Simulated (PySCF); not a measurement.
**C₂H₈B₂FN: electronic excitations and core binding energies**

What electronic excitations and core binding energies should C₂H₈B₂FN (`BN(C)CBF`) show?

Computed with PySCF 2.14.0, with density-fitted response routines of our own, on a single molecule in the gas phase. Atoms count from 0, in the outputs and in this text.

### 1 The molecule as given

14 atoms, charge 0, multiplicity 1; geometry from: GFN2-xTB.

Bonds of the start (Å): B0–N1 1.38, N1–C2 1.44, N1–C3 1.46, C3–B4 1.59, B4–F5 1.31, B0–H6 1.17, B0–H7 1.17, C2–H8 1.09, C2–H9 1.09, C2–H10 1.10, C3–H11 1.10, C3–H12 1.10, B4–H13 1.18.

### 2 Excited states and response: CAM-B3LYP/def2-SVPD

What the job is given:

```
{"job": {"kind": "uv", "xc": "CAM-B3LYP", "basis": "def2-SVPD", "nstates": 8, "ntriplets": 3}, "charge": 0, "multiplicity": 1}
B     -1.332397    -1.156024    -0.583189
N     -0.522533    -0.081718    -0.294260
C     -0.973020     1.128291     0.353193
C      0.911973    -0.058875    -0.550403
B      1.851079    -0.259152     0.710660
F      1.340919    -0.528371     1.889737
H     -2.471865    -1.105732    -0.315269
H     -0.870307    -2.097183    -1.109259
H     -0.462285     1.271771     1.310150
H     -2.043366     1.073418     0.531819
H     -0.764402     2.000871    -0.276873
H      1.143032    -0.860376    -1.259836
H      1.169479     0.872812    -1.076156
H      3.023015    -0.200205     0.647520
```

Method: TDDFT CAM-B3LYP/def2-SVPD, vertical, gas phase, core orbitals frozen in the response.

The run is started by

```bash
$ OMP_NUM_THREADS=1 python probes_run.py task.json out
```

This one command runs all jobs of the session in turn.

**Question.** This job is followed by: delta-SCF UKS SCAN, pcX-2 on the ionised atom, pcseg-1 elsewhere, spin-free X2C. What will the session give for the following? lowest singlet (CAM-B3LYP/def2-SVPD); brightest single state of those computed; lowest triplet; surface potential, 1st and 99th percentile; C1s binding energies, SCAN/pcX-2; N1s binding energies, SCAN/pcX-2; F1s binding energies, SCAN/pcX-2.

The runs gave:

| quantity | value |
| --- | --- |
| lowest singlet (CAM-B3LYP/def2-SVPD) | 5.53 eV (224 nm), f = 0.001 |
| brightest single state of those computed | state 3, 7.00 eV, f = 0.176 |
| lowest triplet | 5.10 eV |
| surface potential, 1st and 99th percentile | -0.68 V and 1.74 V |
| C1s binding energies, SCAN/pcX-2 | C2 291.66, C3 291.40 eV |
| N1s binding energies, SCAN/pcX-2 | N1 405.12 eV |
| F1s binding energies, SCAN/pcX-2 | F5 693.45 eV |

In words: The lowest singlet, at 5.53 eV, is HOMO→LUMO 0.89, HOMO−2→LUMO 0.08 and is dark; of the 8 states computed, the strongest absorption comes from state 3 at 7.00 eV. The lowest triplet lies 0.44 eV below the lowest singlet (triplets in Tamm-Dancoff, singlets in full TDDFT). The C1s levels kept as sound span 0.26 eV, from C3 (sp3 CH2 bonded to B and N) up to C2 (methyl carbon bonded to N).
